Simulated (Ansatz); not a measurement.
# CH₄AlFO: up Jacob's ladder to CCSD(T)

One table from this session's results is given with a row withheld; the runs are named, their logs left out.

Program: Ansatz 0.2.0, Gaussian basis. Level of theory: functionals in def2-TZVPP, the program's frozen cores in correlated methods. These are calculated values, not measurements.

Levels to be run: LDA (SPW92), PBE-D4, revPBE-D4, BLYP-D4, r2SCAN-D4, B97M-V, PBE0-D4, B3LYP-D4, r2SCANh-D4, r2SCAN0-D4, HSE06-D4, BHLYP-D4, CAM-B3LYP-D4, LC-ωPBE, ωB97X-V, ωB97M-V, B2PLYP, PBE-QIDH; CCSD(T)/def2-SVP; CCSD(T)/def2-TZVPP; MP2/def2-QZVPP; extrapolation to the limit; RPA on PBE.

## The geometry

An earlier PBE0-D4 in a triple-zeta def2 set relaxation fixed the geometry.

8 atoms, charge 0, spin multiplicity 1.

Atoms are counted from 1 here; the program's logs count them from 0.

Bond lengths: O1–Al2 1.696 Å, O1–H5 0.955 Å, Al2–C3 1.975 Å, Al2–H6 1.582 Å, C3–F4 1.401 Å, C3–H7 1.097 Å, C3–H8 1.097 Å. Angles: Al2–O1–H5 124.3°, O1–Al2–C3 114.3°, O1–Al2–H6 121.5°, C3–Al2–H6 124.2°, Al2–C3–F4 110.2°, Al2–C3–H7 112.4°, Al2–C3–H8 112.4°, F4–C3–H7 107.7°, F4–C3–H8 107.7°, H7–C3–H8 106.1°.

Set-up of the first run:

Input file in.yaml:

```yaml
crystal:
  periodic: [false, false, false]
  atoms:
    - {symbol: O, position_ang: [-1.731664, 0.752689, -0.528710]}
    - {symbol: Al, position_ang: [-0.100534, 0.760010, -0.064032]}
    - {symbol: C, position_ang: [0.673450, -1.035666, 0.215790]}
    - {symbol: F, position_ang: [2.019069, -0.929251, 0.592214]}
    - {symbol: H, position_ang: [-2.246467, 1.538790, -0.701250]}
    - {symbol: H, position_ang: [0.700224, 2.111805, 0.119519]}
    - {symbol: H, position_ang: [0.627050, -1.656128, -0.687504]}
    - {symbol: H, position_ang: [0.150975, -1.599349, 0.998272]}
basis:
  gaussian: {orbitals: def2-TZVPP}
hamiltonian: {xc: lda}
output: {orbitals: {seedname: orbitals}}
```

On the command line:

```sh
ansatz run in.yaml --threads 2 --pin off --events-out ev --progress --plain --max-ram 4352MiB
```

Among the steps run: LDA; PBE-D4 (GGA); revPBE-D4 (GGA); BLYP-D4 (GGA); r2SCAN-D4 (meta-GGA); B97M-V (meta-GGA); PBE0-D4 (hybrid); B3LYP-D4 (hybrid); r2SCANh-D4 (hybrid); r2SCAN0-D4 (hybrid); HSE06-D4 (hybrid); BHLYP-D4 (hybrid); CAM-B3LYP-D4 (range-separated); LC-ωPBE (range-separated); ωB97X-V (range-separated); ωB97M-V (range-separated); B2PLYP (double hybrid); PBE-QIDH (double hybrid).

One of the session's tables, all rows but one given; the rest of the session is left out.

It belongs to the step «Frontier levels by functional». 

| functional | HOMO (eV) | gap (eV) |
| --- | --- | --- |
| LDA (SPW92) | -6.55 | 4.79 |
| PBE-D4 | -6.43 | 4.89 |
| revPBE-D4 | -6.37 | 4.95 |
| BLYP-D4 | ? | ? |
| r2SCAN-D4 | -6.71 | 5.54 |
| B97M-V | -6.84 | 5.44 |
| PBE0-D4 | -7.87 | 7.10 |
| B3LYP-D4 | -7.66 | 6.65 |
| r2SCANh-D4 | -7.26 | 6.33 |
| r2SCAN0-D4 | -8.06 | 7.51 |
| HSE06-D4 | -7.46 | 6.33 |
| BHLYP-D4 | -9.24 | 9.18 |
| CAM-B3LYP-D4 | -9.31 | 9.42 |
| LC-ωPBE | -10.63 | 11.88 |
| ωB97X-V | -10.29 | 11.41 |
| ωB97M-V | -10.14 | 10.95 |

Q: Estimate the row for BLYP-D4 from the others.

Worked estimate for «HOMO (eV)». Against the share of exact exchange, B3LYP-D4 (0.2, -7.66), BHLYP-D4 (0.5, -9.24) give a slope of -5.27 per unit share; at 0 the line stands at -6.61.

The run gave: HOMO (eV): -6.35; gap (eV): 4.90. In «HOMO (eV)» the line misses by -0.26.
